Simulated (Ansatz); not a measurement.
# TiCl2F: a trial structure relaxed

The task: take a trial cell of TiCl2F to zero force and stress.

Method: DFT PBE, scalar-relativistic, plane waves, PAW, in Ansatz 0.2.0.

**1. The structure to begin with**

Symmetry: P-6m2, No. 187, hexagonal system. The conventional cell has a = 4.561 Å, b = 4.561 Å, c = 4.409 Å, α = 90.00°, β = 90.00°, γ = 120.00°. Around Ti (site symmetry -6m2) lie 3 Cl at 2.63 Å and 3 F at 2.63 Å. Cl (site symmetry -6m2) is surrounded by 2 F at 2.20 Å. Around Cl (site symmetry -6m2) lie 3 Ti at 2.63 Å and 3 F at 2.63 Å. F (site symmetry -6m2) is surrounded by 5 Cl at 2.20 to 2.63 Å and 3 Ti at 2.63 Å.

Coordinates:

```xyz
4
Lattice="4.5608 0.0000 0.0000 -2.2804 3.9498 0.0000 0.0000 0.0000 4.4089" Properties=species:S:1:pos:R:3 pbc="T T T"
Ti    0.0000    0.0000    0.0000
Cl    2.2804    1.3166    2.2044
Cl    0.0000    2.6332    0.0000
F     2.2804    1.3166    0.0000
```

Recipe of the guess: random cell by space group and Wyckoff sites (P-6m2, No. 187). Lengths come from tabulated atomic sizes and are only a guess.

**2. The guess as it stands, on a coarse mesh**

input.yaml reads:

```yaml
crystal:
  lattice:
    - [4.56077905, 0.0, 0.0]
    - [-2.28038952, 3.94975052, 0.0]
    - [0.0, 0.0, 4.4088543]
  atoms:
    - { symbol: Ti, position: [0.0, 0.0, 0.0], spin: 1.0 }
    - { symbol: Cl, position: [0.66666667, 0.33333333, 0.5] }
    - { symbol: Cl, position: [0.33333333, 0.66666667, 0.0] }
    - { symbol: F, position: [0.66666667, 0.33333333, 0.0] }
basis:
  ecutwfc: 420
kpoints:
  mp_grid: { grid: [6, 6, 4] }
hamiltonian:
  xc: pbe
scf:
  occupations: { method: gaussian, width: 0.1 }
  lower_state_search: "off"
output:
  forces: true
  stress: true
  eigenvalues: true
  populations: true
magnetization:
  spin_polarized: true
```

Run with:

```
ansatz run input.yaml --threads 1 --pin off --max-ram 2560MiB --backend cpu --events-out ev --progress --plain --runs-dir out
```

Further runs follow: a loose first relaxation; relaxation on the finer mesh.

**Question.** What will these runs give? Wanted: conventional cell; volume; energy over the elements; gap on the mesh; total moment.

**Answer**, as computed:

```
                                                              quantity                                                                       value
                                symmetry at the end (tolerance 0.05 Å)                                                 space group P-6m2 (No. 187)
                                                     conventional cell  a = 4.144 Å, b = 4.144 Å, c = 5.560 Å, α = 90.00°, β = 90.00°, γ = 120.00°
                                                                volume                                                               20.67 Å³/atom
energy over the elements (uncorrected; H, N, O, F and Cl as molecules)                                                               -1.13 eV/atom
                                                       gap on the mesh                                                                none (metal)
                                                          total moment                                                                1.00 μB/cell
```

**Reading.** The space group P-6m2 (No. 187) is kept, and the volume per atom grows by 4.1 % from the first guess. A negative formation energy is needed for stability but isn't enough; other structures and compounds were not set against it here. No finished test with a distortion of lower symmetry is shown, so the end may be a saddle point. Other magnetic orders were not searched.
